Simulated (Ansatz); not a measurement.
## BBrGeH4, SMILES [BH2][GeH2][Br]: a rigid scan of one bond length, step by step

Program: Ansatz 0.2.0, Python API.

Interactive session:
```pycon
>>> import ansatz as az
>>> import numpy as np
>>> GEOMETRY = """
... B    -0.99690   -0.14860   -0.67580
... Ge    0.60940   -0.11190    0.46110
... Br    1.56490    2.00100    0.39530
... H    -1.61870   -1.07500   -0.79730
... H    -1.36570    0.87420   -1.27130
... H     0.22800   -0.44860    1.91940
... H     1.64010   -1.15920   -0.07710
... """
>>> mol = az.Crystal.molecule()
>>> for line in GEOMETRY.strip().splitlines():
...     symbol, *xyz = line.split()
...     mol = mol.atom(symbol, [float(v) for v in xyz])
...
>>> symbols = [site.symbol for site in mol.cartesian_sites]
>>> start = np.array([site.position_ang for site in mol.cartesian_sites])
>>> axis = (start[3] - start[0]) / np.linalg.norm(start[3] - start[0])
>>> moving = [3]
>>> lengths, energies = [0.988, 1.033, 1.077, 1.122, 1.167, 1.212, 1.257, 1.324], []
>>> for length in lengths:
...     xyz = start.copy()
...     xyz[moving] += (length - np.linalg.norm(start[3] - start[0])) * axis
...     point = az.Crystal.molecule()
...     for symbol, place in zip(symbols, xyz):
...         point = point.atom(symbol, place.tolist())
...     calculation = point.calculation()
...     calculation = calculation.basis(gaussian="def2-SVP")
...     calculation = calculation.functional("r2scan", dispersion="d4").scf(lower_state_search="off")
...     rep = calculation.run().report
...     energies.append(rep["free_energy_ev"])
...     print(f"r = {length:6.3f} A  E = {energies[-1]:.5f} eV  <S^2> = {abs(rep['mean_field']['state']['spin_squared']):.3f}")
...
r =  0.988 A  E = -127288.01844 eV  <S^2> = 0.000
r =  1.033 A  E = -127288.36666 eV  <S^2> = 0.000
r =  1.077 A  E = -127288.60024 eV  <S^2> = 0.000
r =  1.122 A  E = -127288.75079 eV  <S^2> = 0.000
r =  1.167 A  E = -127288.82912 eV  <S^2> = 0.000
r =  1.212 A  E = -127288.84932 eV  <S^2> = 0.000
r =  1.257 A  E = -127288.82288 eV  <S^2> = 0.000
r =  1.324 A  E = -127288.71702 eV  <S^2> = 0.000
>>> # quartic fit about the minimum
>>> fit = np.polynomial.Polynomial.fit(lengths, np.array(energies) - min(energies), 4).convert()
>>> roots = [r.real for r in fit.deriv().roots() if abs(r.imag) < 1e-9 and fit.deriv(2)(r.real) > 0]
>>> r_e = min(roots, key=lambda r: abs(r - lengths[int(np.argmin(energies))]))
>>> print(f"minimum of the fit at {r_e:.4f} A, force constant {fit.deriv(2)(r_e):.2f} eV/A^2")
minimum of the fit at 1.2075 A, force constant 23.22 eV/A^2
```

What to keep in mind:
- These settings explore the input space; basis and method may be short of convergence.
- The rest of the molecule is held rigid at a force-field or estimated start geometry, and the basis set is modest; single-reference methods fail as a bond breaks.
- The orbitals are restricted, so S² is zero by construction.
- Wall time of the script: 27 s on 1 thread of Arm Neoverse V1, with other jobs on the host, peak memory 0.2 GiB.
